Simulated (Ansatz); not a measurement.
## H4NOSbSi, SMILES O[SiH]1[NH][SbH]1: a rigid scan of one bond angle

Program: Ansatz's Python interface.

The script, `h4nosbsi.py`:
```python
import ansatz as az
from ase import Atoms

BASIS_SET = "def2-SVP"
XC = "pbe0"
FORCE_TOL = 0.02

atoms = Atoms(["O", "Si", "N", "Sb", "H", "H", "H", "H"], positions=[
    (0.1629, 1.5174, -1.1494),
    (-0.1386, 0.572, 0.2193),
    (1.0449, -0.7368, 0.2563),
    (-0.5806, -1.7951, -0.2993),
    (-0.7858, 1.8931, -1.4072),
    (-0.2731, 1.2395, 1.5311),
    (1.6883, -0.6413, -0.5866),
    (-1.026, -2.1059, 1.38),
])

first = (
    az.Crystal.molecule_from_ase(atoms).calculation()
    .basis(gaussian=BASIS_SET)
    .functional(XC)
    .relax(force_tolerance=FORCE_TOL, max_steps=80)
)
atoms.positions = first.run(threads=1, pin="off").report["positions_ang"]

rows = []
for angle in [85, 95, 105, 115, 125, 140, 160]:
    bent = atoms.copy()
    bent.set_angle(1, 0, 4, angle, indices=[4])
    calculation = (
        az.Crystal.molecule_from_ase(bent).calculation()
        .basis(gaussian=BASIS_SET)
        .functional(XC)
    )
    rows.append((angle, calculation.run(threads=1, pin="off").report["free_energy_ev"]))
floor = min(e for _, e in rows)
for angle, e in rows:
    print(f"angle Si1-O0-H4 = {angle:3d} deg   {1000 * (e - floor):9.1f} meV")
```

Running `python h4nosbsi.py` prints:
```text
angle Si1-O0-H4 =  85 deg       434.3 meV
angle Si1-O0-H4 =  95 deg       177.1 meV
angle Si1-O0-H4 = 105 deg        43.0 meV
angle Si1-O0-H4 = 115 deg         0.0 meV
angle Si1-O0-H4 = 125 deg        22.1 meV
angle Si1-O0-H4 = 140 deg       125.8 meV
angle Si1-O0-H4 = 160 deg       286.0 meV
```

Notes:
- The scan is rigid, and the energies are electronic, in a modest basis. The zero is the lowest point of the grid, which needn't be the minimum.
- def2 sets replace the cores of elements past krypton by effective core potentials.
- Run time: 120 s on 1 thread of Arm Neoverse V2, on a shared host, peak memory 0.27 GiB.

(Lines on the test bed's own set-up are left out of the output.)
